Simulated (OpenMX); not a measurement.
Runs of OpenMX 3.8.5 on Co. The cell holds a sheet with vacuum, 1 atom: a = 2.347 Å, b = 2.347 Å, c = 23.800 Å, α = 90.00°, β = 90.00°, γ = 120.00°. The cell was built by a generator and needn't be a form met in nature.

| spin | k mesh | SCF threshold | max SCF cycles | gap on the mesh (eV) | moment (μB) |
| --- | --- | --- | --- | --- | --- |
| collinear, ferromagnetic start | 9 × 9 × 1 | 1e-08 Ha | 160 | none | 1.91 |
| non-collinear, ferromagnetic start | 9 × 9 × 1 | 1e-07 Ha | 160 | none | 1.91 |
| collinear, ferromagnetic start | 13 × 13 × 1 | 1e-08 Ha | 160 | none | 1.74 |
| collinear, zero start | 13 × 13 × 1 | 1e-08 Ha | 160 | none | (a) |
| off | 9 × 9 × 1 | 1e-08 Ha | 100 | none | - |

Alike in all rows: task single point; level PBE; potentials or basis OpenMX 2013 PBE set, Co6.0H-s3p2d2, grid cutoff 500 Ry; cell as given; smearing fermi-dirac 0.05 eV.

**Question.** Fill in the values left out.

**Answer.** (a) 0.00.

Caveats: no basis functions reach into the vacuum, so the work function isn't listed; the basis of atomic orbitals isn't converged, which shifts pressures, moduli and gaps.

A gap of «none» marks a metal or a gap under the smearing width.
